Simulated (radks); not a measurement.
# Eu⁺ in [Xe] 4f7 6s0.5 5f0.5: an all-electron calculation

What are the levels of the europium ion Eu+, how large are its shells, and how does its energy divide?

Method: scalar-relativistic Kohn-Sham, BP86, spin-unpolarised, spherical densities, point nucleus. Code: radks (a radial shooting solver on a logarithmic mesh, Libxc functionals) version 1.

### Step 1. The atom as given

| Item | Value |
| --- | --- |
| element | europium (Z = 63) |
| charge | +1 |
| electrons | 62 |
| configuration | [Xe] 4f7 6s0.5 5f0.5 |

### Step 2. Self-consistent calculation

The run's settings:

```text
Z 63
configuration [Xe] 4f7 6s0.5 5f0.5
relativity scalar-relativistic
functional b88,p86
spin unpolarised
nucleus point
c 137.035999084
```

The run is started by

```sh
$ python run_ks.py task.json out
```

All runs below come from this command, one after another.

Q: Predict the outcome of this run.

**Answer**, as computed:

```
                        quantity                value
                    total energy  -10845.2686 hartree
exchange-correlation share of it               2.24 %
                            −T/E               1.0714
          highest occupied level        5f, -2.120 eV
    most extended occupied level  5f, <r> = 9.88 bohr
 radius at density 0.001 e/bohr³            4.05 bohr
    maxima of the radial density                    5
```

The radial density shows 5 maxima for 6 occupied principal shells; where shells overlap, one shows as a shoulder or not at all. −T/E is 1.071: with relativity the kinetic term as defined here no longer equals −E. This is not the tabulated ground configuration, so its levels and sizes aren't those of the ground state, and no measured value stands beside it.
